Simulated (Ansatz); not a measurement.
# CH₃AlClFO: one species, many methods

An exercise on one series of results from a longer session: the logs are not shown, and one member is left open.

Computed with Ansatz 0.2.0, Gaussian basis. Level: functionals in def2-TZVPP, the program's frozen cores in correlated methods.

Plan: LDA (SPW92), PBE-D4, revPBE-D4, BLYP-D4, r2SCAN-D4, B97M-V, PBE0-D4, B3LYP-D4, r2SCANh-D4, r2SCAN0-D4, HSE06-D4, BHLYP-D4, CAM-B3LYP-D4, LC-ωPBE, ωB97X-V, ωB97M-V, B2PLYP, PBE-QIDH; CCSD(T)/def2-SVP; CCSD(T)/def2-TZVPP; MP2/def2-QZVPP; extrapolation to the limit; RPA on PBE.

## The relaxed structure

All runs share one geometry, relaxed beforehand with PBE0-D4 in a triple-zeta def2 set.

SMILES `[OH][Al]([F])[CH2]Cl`, 8 atoms, charge 0, spin multiplicity 1.

Atoms are counted from 1 here; the program's logs count them from 0.

Bond lengths: O1–Al2 1.684 Å, O1–H6 0.955 Å, Al2–F3 1.648 Å, Al2–C4 1.931 Å, C4–Cl5 1.843 Å, C4–H7 1.087 Å, C4–H8 1.087 Å. Angles: Al2–O1–H6 124.2°, O1–Al2–F3 121.1°, O1–Al2–C4 119.4°, F3–Al2–C4 119.5°, Al2–C4–Cl5 86.8°, Al2–C4–H7 120.7°, Al2–C4–H8 120.0°, Cl5–C4–H7 106.4°, Cl5–C4–H8 106.4°, H7–C4–H8 111.0°.

As a file:

```xyz
8

O    -0.9613    1.0480    1.3458
Al    0.1472   -0.0366    0.6891
F     1.3932   -0.6309    1.5893
C    -0.0762   -0.6309   -1.1344
Cl    1.0827    0.7205   -1.6094
H    -0.8619    1.4666    2.1985
H     0.3764   -1.5580   -1.4757
H    -1.0078   -0.4357   -1.6591
```

Set-up of the first run:

Input file in.yaml:

```yaml
crystal:
  periodic: [false, false, false]
  atoms:
    - {symbol: O, position_ang: [-0.961317, 1.048041, 1.345827]}
    - {symbol: Al, position_ang: [0.147162, -0.036648, 0.689090]}
    - {symbol: F, position_ang: [1.393180, -0.630913, 1.589293]}
    - {symbol: C, position_ang: [-0.076233, -0.630920, -1.134409]}
    - {symbol: Cl, position_ang: [1.082669, 0.720472, -1.609424]}
    - {symbol: H, position_ang: [-0.861850, 1.466561, 2.198542]}
    - {symbol: H, position_ang: [0.376397, -1.557995, -1.475721]}
    - {symbol: H, position_ang: [-1.007807, -0.435699, -1.659100]}
basis:
  gaussian: {orbitals: def2-TZVPP}
hamiltonian: {xc: lda}
output: {orbitals: {seedname: orbitals}}
```

On the command line:

```sh
> ansatz run in.yaml --threads 2 --pin off --events-out ev --progress --plain --max-ram 4352MiB
```

Among the steps run: LDA; PBE-D4 (GGA); revPBE-D4 (GGA); BLYP-D4 (GGA); r2SCAN-D4 (meta-GGA); B97M-V (meta-GGA); PBE0-D4 (hybrid); B3LYP-D4 (hybrid); r2SCANh-D4 (hybrid); r2SCAN0-D4 (hybrid); HSE06-D4 (hybrid); BHLYP-D4 (hybrid); CAM-B3LYP-D4 (range-separated); LC-ωPBE (range-separated); ωB97X-V (range-separated); ωB97M-V (range-separated); B2PLYP (double hybrid); PBE-QIDH (double hybrid).

One table of the session follows, with a row left open; its other results are not shown here.

It belongs to the step «Orbital energies across the functionals». 

```
  functional  HOMO (eV)  gap (eV)
 LDA (SPW92)      -7.03      5.21
      PBE-D4      -6.88      5.29
   revPBE-D4      -6.82      5.33
     BLYP-D4      -6.75      5.23
   r2SCAN-D4      -7.17      5.91
      B97M-V      -7.24      5.86
     PBE0-D4      -8.23      7.57
    B3LYP-D4      -7.99      7.04
  r2SCANh-D4      -7.66      6.74
  r2SCAN0-D4      -8.41      7.97
    HSE06-D4      -7.82      6.79
    BHLYP-D4      -9.46      9.61
CAM-B3LYP-D4      -9.61      9.88
     LC-ωPBE     -10.98     12.54
     ωB97X-V          ?         ?
     ωB97M-V     -10.46     11.51
```

**Question.** Estimate the row for ωB97X-V.

The run gave: HOMO (eV): -10.61; gap (eV): 11.98. In the column «HOMO (eV)» it lies between LC-ωPBE (-10.98) and ωB97M-V (-10.46).
